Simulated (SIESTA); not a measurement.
Ti2GaC:

```
Ga Ti C
1.0
     3.07046    0.00000    0.00000
    -1.53523    2.65909    0.00000
     0.00000    0.00000   13.33673
Ga Ti C
2 4 2
Direct
  0.66667 0.33333 0.25000
  0.33333 0.66667 0.75000
  0.33333 0.66667 0.41404
  0.66667 0.33333 0.91404
  0.66667 0.33333 0.58596
  0.33333 0.66667 0.08596
  0.00000 0.00000 0.00000
  0.00000 0.00000 0.50000
```

The cell comes from a database or a generator and needn't be the stable form of this composition.

```yaml
Program: SIESTA 5.4.2
Task: single point
Functional: PBEsol
Potentials_or_basis: PseudoDojo 0.4 standard (PBEsol files)
Basis: DZP (energy shift 0.003 Ry; two zetas on semicore shells)
Grid_cutoff: 800 Ry
Energy_shift: 0.003 Ry
k_mesh: 10 × 10 × 2
Occupations: fermi-dirac, width 0.05 eV
Spin: no spin polarisation
```

On this cell: pressure -2.9 GPa; largest force 0.222 eV/Å; band gap on the k mesh none (metal or under the smearing width).

The same run follows on a disturbed copy (atoms moved at random, drawn with an rms of 0.05 Å):

```
CELL_PARAMETERS angstrom
3.07046 0.00000 0.00000
-1.53523 2.65909 0.00000
0.00000 0.00000 13.33673
ATOMIC_POSITIONS crystal
Ga 0.68429 0.33871 0.25439
Ga 0.34767 0.68422 0.75331
Ti 0.33983 0.67481 0.41280
Ti 0.67240 0.32962 0.91800
Ti 0.67358 0.34034 0.58832
Ti 0.33934 0.65891 0.08256
C 0.99434 0.99695 0.00024
C 0.99930 0.99430 0.49840
```

Task: What changes?

Result: The energy (extrapolated to zero smearing) moves by +15.7 meV/atom; pressure -1.8 GPa; largest force 1.303 eV/Å; band gap on the k mesh none (metal or under the smearing width).

Forces in eV/Å, atoms in the order of the input:
```
Ga  -0.084 -0.031 -0.777
Ga  -0.011 -0.116 -0.070
Ti   0.047 -0.301  0.861
Ti  -0.317  0.066 -0.921
Ti  -0.024 -0.216 -0.849
Ti  -0.384  0.154  1.236
C    0.726 -0.102  0.060
C    0.047  0.547  0.458
```

Stress tensor (GPa, compression positive):
```
-2.49  0.11 -0.09
 0.11 -2.29  0.24
-0.09  0.24 -0.61
```

Caveats: the basis of atomic orbitals isn't converged, which shifts pressures, moduli and gaps.
